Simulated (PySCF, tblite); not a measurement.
# C₃H₈NOSi radical: geometry, infrared bands and EPR parameters

Wanted: the infrared bands and EPR parameters of C₃H₈NOSi radical (`C[CH]C(=O)[SiH2]N`), by calculation.

Computed with tblite 0.8.0 and PySCF 2.14.0, with density-fitted response routines of our own, on a single molecule in the gas phase. Atoms are numbered from 0 throughout.

## Step 1: Starting geometry

14 atoms, charge 0, multiplicity 2; geometry from: force field or distance geometry start.

Bonds of the start (Å): C0–C1 1.48, C1–C2 1.50, C2–O3 1.25, C2–Si4 1.84, Si4–N5 1.76, C0–H6 1.12, C0–H7 1.09, C0–H8 1.11, C1–H9 1.14, Si4–H10 1.45, Si4–H11 1.49, N5–H12 1.04, N5–H13 1.04.

## Step 2: Optimising the geometry with GFN2-xTB

What the job is given:

```
{"job": {"kind": "relax", "xc": "GFN2-xTB", "basis": "xTB"}, "charge": 0, "multiplicity": 2}
C     -2.495700    -0.206000     0.331300
C     -1.180200    -0.000600     0.985600
C     -0.099800     0.045100    -0.054300
O     -0.361700    -0.438600    -1.174000
Si     1.527800     0.823700     0.285500
N      2.854200    -0.330700     0.215900
H     -2.494600     0.378000    -0.627100
H     -2.657600    -1.249800     0.060700
H     -3.335500     0.150500     0.963900
H     -0.948200    -0.866500     1.689600
H      1.402800     1.562400     1.522200
H      1.744000     1.777500    -0.834400
H      2.599400    -1.258500    -0.177800
H      3.444400    -0.386900     1.070800
```

Started as:

```console
$ OMP_NUM_THREADS=1 python probes_run.py task.json out
```

This one command runs all jobs of the session in turn.

**Question.** This job is followed by: GFN2-xTB harmonic vibrations, gas phase; UKS B3LYP, pcH-1 on C H N O Si, non-relativistic, mean-field spin-orbit, GIAO. Predict these results of the whole session: strongest single infrared mode (GFN2-xTB); zero-point energy (GFN2-xTB); g(iso) (B3LYP); ⟨S²⟩; largest a(iso) (averaged by class); potential on the surface of density 0.002 e/bohr³, 1st and 99th percentile.

The runs gave:

```
                                                                  quantity                       value
                                 strongest single infrared mode (GFN2-xTB)       2202 cm⁻¹, 394 km/mol
                                              zero-point energy (GFN2-xTB)               63.6 kcal/mol
                                                            g(iso) (B3LYP)                     2.00600
                                                                      ⟨S²⟩          0.766 (exact 0.75)
                                        largest a(iso) (averaged by class)  1H on H6, H7, H8, 56.0 MHz
potential on the surface of density 0.002 e/bohr³, 1st and 99th percentile          -1.57 V and 1.50 V
```

Over 162 steps the energy fell by 1.356 eV; of the close pairs, C1–C2 changed most, 1.500 to 1.368 Å. All 36 modes are real, so the xTB geometry is a minimum. The strongest single mode, at 2202 cm⁻¹, moves mainly H11. GFN2-xTB is a fitted tight-binding method: band positions and strengths are rough. Its intensities can rank the bands wrongly. The largest share of the spin, 0.70 e, sits on C1. The isotropic g lies 3.7 ppt above the free-electron value. These values are for one conformer; the search (at its own cheap level) found 2 more, at 0.20, 1.02 kcal/mol, and measured spectra average over such forms.
